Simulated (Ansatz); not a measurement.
# CH10AlNSi2: up Jacob's ladder to CCSD(T)

An exercise on one series of results from a longer session: the logs are not shown, and one member is left open.

The runs use Ansatz 0.2.0, Gaussian basis; functionals in def2-TZVPP, the program's frozen cores in correlated methods.

The runs, in order: PBE-D4, r2SCAN-D4, PBE0-D4, B3LYP-D4, ωB97X-V, ωB97M-V, B2PLYP; CCSD(T)/def2-TZVPP; MP2/def2-QZVPP; extrapolation to the limit.

### The relaxed structure

The geometry comes from an earlier relaxation with PBE0-D4 in a triple-zeta def2 set; it is a stationary point, not always the lowest conformer.

SMILES `C[SiH]([SiH3])[NH][AlH2]`, 15 atoms, charge 0, spin multiplicity 1.

Atoms are counted from 1 here; the program's logs count them from 0.

Bond lengths: C1–Si2 1.872 Å, C1–H6 1.093 Å, C1–H7 1.093 Å, C1–H8 1.093 Å, Si2–Si3 2.349 Å, Si2–N4 1.735 Å, Si2–H9 1.491 Å, Si3–H10 1.490 Å, Si3–H11 1.491 Å, Si3–H12 1.493 Å, N4–Al5 1.782 Å, N4–H13 1.013 Å, Al5–H14 1.580 Å, Al5–H15 1.584 Å. Angles: Si2–C1–H6 110.7°, Si2–C1–H7 110.6°, Si2–C1–H8 111.2°, H6–C1–H7 108.3°, H6–C1–H8 107.8°, H7–C1–H8 108.1°, C1–Si2–Si3 109.7°, C1–Si2–N4 112.7°, C1–Si2–H9 109.3°, Si3–Si2–N4 110.2°, Si3–Si2–H9 109.0°, N4–Si2–H9 106.0°, Si2–Si3–H10 111.1°, Si2–Si3–H11 112.1°, Si2–Si3–H12 110.0°, H10–Si3–H11 108.2°, H10–Si3–H12 107.6°, H11–Si3–H12 107.6° and more.

Set-up of the first run:

The input, in.yaml:

```yaml
crystal:
  periodic: [false, false, false]
  atoms:
    - {symbol: C, position_ang: [-0.935969, -1.863471, 0.154351]}
    - {symbol: Si, position_ang: [0.140874, -0.337413, 0.286955]}
    - {symbol: Si, position_ang: [1.896311, -0.471881, -1.267391]}
    - {symbol: N, position_ang: [-0.751294, 1.132106, 0.055178]}
    - {symbol: Al, position_ang: [-1.030695, 2.471812, 1.196586]}
    - {symbol: H, position_ang: [-0.349083, -2.768203, 0.334350]}
    - {symbol: H, position_ang: [-1.744809, -1.827379, 0.888670]}
    - {symbol: H, position_ang: [-1.382652, -1.946227, -0.839918]}
    - {symbol: H, position_ang: [0.714835, -0.256411, 1.660555]}
    - {symbol: H, position_ang: [2.854007, 0.655867, -1.094538]}
    - {symbol: H, position_ang: [2.654451, -1.749763, -1.148896]}
    - {symbol: H, position_ang: [1.354351, -0.396035, -2.655954]}
    - {symbol: H, position_ang: [-1.135644, 1.248942, -0.874365]}
    - {symbol: H, position_ang: [-0.452604, 2.337809, 2.661320]}
    - {symbol: H, position_ang: [-1.853779, 3.719446, 0.672297]}
basis:
  gaussian: {orbitals: def2-TZVPP}
hamiltonian: {xc: pbe, dispersion: d4}
output: {forces: true, orbitals: {seedname: orbitals}}
```

Started as:

```
ansatz run in.yaml --threads 2 --pin off --events-out ev --progress --plain --max-ram 22528MiB --backend cuda --devices 0, --max-vram 18GiB
```

Steps of the session up to this table: PBE-D4 (GGA); r2SCAN-D4 (meta-GGA); PBE0-D4 (hybrid); B3LYP-D4 (hybrid); ωB97X-V (range-separated); ωB97M-V (range-separated); B2PLYP (double hybrid); CCSD(T) in def2-TZVPP; MP2 in def2-QZVPP.

One of the session's tables, all rows but one given; the rest of the session is left out.

It belongs to the step «Atomisation energies». 

| method | atomisation energy (kJ/mol) |
| --- | --- |
| PBE-D4 | 4839.5 |
| r2SCAN-D4 | 4848.7 |
| PBE0-D4 | 4810.4 |
| B3LYP-D4 | 4860.5 |
| ωB97X-V | 4890.2 |
| ωB97M-V | 4865.1 |
| B2PLYP | 4791.0 |
| HF/def2-TZVPP | 3634.8 |
| MP2/def2-TZVPP | ? |
| CCSD/def2-TZVPP | 4685.1 |
| CCSD(T)/def2-TZVPP | 4735.0 |
| MP2/CBS | 4856.9 |
| CCSD(T)/CBS | 4862.1 |

Q: Estimate the row for MP2/def2-TZVPP from the others.

As computed: atomisation energy (kJ/mol): 4729.8. In the column «atomisation energy (kJ/mol)» it lies between CCSD/def2-TZVPP (4685.1) and CCSD(T)/def2-TZVPP (4735.0).
